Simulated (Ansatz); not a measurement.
**C₂H₇F₂NSi₂: a ladder of functionals and wavefunction methods**

One table from this session's results is given with a row withheld; the runs are named, their logs left out.

Computed with Ansatz 0.2.0, Gaussian basis. Level: functionals in def2-TZVPP, the program's frozen cores in correlated methods.

Plan: PBE-D4, r2SCAN-D4, PBE0-D4, B3LYP-D4, ωB97X-V, ωB97M-V, B2PLYP; CCSD(T)/def2-TZVPP; MP2/def2-QZVPP; extrapolation to the limit.

## Structure used throughout

All runs share one geometry, relaxed beforehand with PBE0-D4 in a triple-zeta def2 set.

SMILES `C=C[SiH](F)N[SiH2]F`, 14 atoms, charge 0, spin multiplicity 1.

Atoms are counted from 1 here; the program's logs count them from 0.

Bond lengths: C1–C2 1.331 Å, C1–H8 1.086 Å, C1–H9 1.086 Å, C2–Si3 1.845 Å, C2–H10 1.089 Å, Si3–F4 1.602 Å, Si3–N5 1.717 Å, Si3–H11 1.481 Å, N5–Si6 1.712 Å, N5–H12 1.011 Å, Si6–F7 1.602 Å, Si6–H13 1.477 Å, Si6–H14 1.480 Å. Angles: C2–C1–H8 122.1°, C2–C1–H9 121.5°, H8–C1–H9 116.4°, C1–C2–Si3 122.6°, C1–C2–H10 118.6°, Si3–C2–H10 118.9°, C2–Si3–F4 107.1°, C2–Si3–N5 109.9°, C2–Si3–H11 114.5°, F4–Si3–N5 111.3°, F4–Si3–H11 105.9°, N5–Si3–H11 108.1°, Si3–N5–Si6 128.6°, Si3–N5–H12 115.7°, Si6–N5–H12 115.6°, N5–Si6–F7 111.5°, N5–Si6–H13 109.8°, N5–Si6–H14 109.0° and more.

The first run:

in.yaml

```yaml
crystal:
  periodic: [false, false, false]
  atoms:
    - {symbol: C, position_ang: [1.417024, -1.794937, -0.858915]}
    - {symbol: C, position_ang: [1.110305, -0.970754, 0.139950]}
    - {symbol: Si, position_ang: [-0.601967, -0.813281, 0.807937]}
    - {symbol: F, position_ang: [-1.536752, -1.783383, -0.058780]}
    - {symbol: N, position_ang: [-1.123795, 0.818888, 0.697288]}
    - {symbol: Si, position_ang: [-0.579940, 2.044086, -0.367676]}
    - {symbol: F, position_ang: [0.697897, 2.809485, 0.220833]}
    - {symbol: H, position_ang: [2.428063, -1.881050, -1.246646]}
    - {symbol: H, position_ang: [0.663987, -2.417405, -1.332941]}
    - {symbol: H, position_ang: [1.903272, -0.367028, 0.578903]}
    - {symbol: H, position_ang: [-0.755587, -1.251133, 2.214555]}
    - {symbol: H, position_ang: [-1.821904, 1.103187, 1.370890]}
    - {symbol: H, position_ang: [-0.155036, 1.443120, -1.647751]}
    - {symbol: H, position_ang: [-1.645587, 3.060194, -0.517639]}
basis:
  gaussian: {orbitals: def2-TZVPP}
hamiltonian: {xc: pbe, dispersion: d4}
output: {forces: true, orbitals: {seedname: orbitals}}
```

Started as:

```sh
> ansatz run in.yaml --threads 2 --pin off --events-out ev --progress --plain --max-ram 32768MiB --backend cuda --devices 0, --max-vram 18GiB
```

Steps of the session up to this table: PBE-D4 (GGA); r2SCAN-D4 (meta-GGA); PBE0-D4 (hybrid); B3LYP-D4 (hybrid); ωB97X-V (range-separated); ωB97M-V (range-separated); B2PLYP (double hybrid); CCSD(T) in def2-TZVPP; MP2 in def2-QZVPP.

One table of the session follows, with a row left open; its other results are not shown here.

It belongs to the step «Atomisation energies». 

| method | atomisation energy (kcal/mol) |
| --- | --- |
| PBE-D4 | 1333.3 |
| r2SCAN-D4 | 1318.0 |
| PBE0-D4 | 1311.5 |
| B3LYP-D4 | 1317.9 |
| ωB97X-V | 1323.8 |
| ωB97M-V | 1323.3 |
| B2PLYP | 1305.9 |
| HF/def2-TZVPP | ? |
| MP2/def2-TZVPP | 1311.0 |
| CCSD/def2-TZVPP | 1266.5 |
| CCSD(T)/def2-TZVPP | 1284.9 |
| MP2/CBS | 1348.9 |
| CCSD(T)/CBS | 1322.8 |

Estimate the missing values for HF/def2-TZVPP.

The run gave: atomisation energy (kcal/mol): 977.8. In the column «atomisation energy (kcal/mol)» it is the lowest.
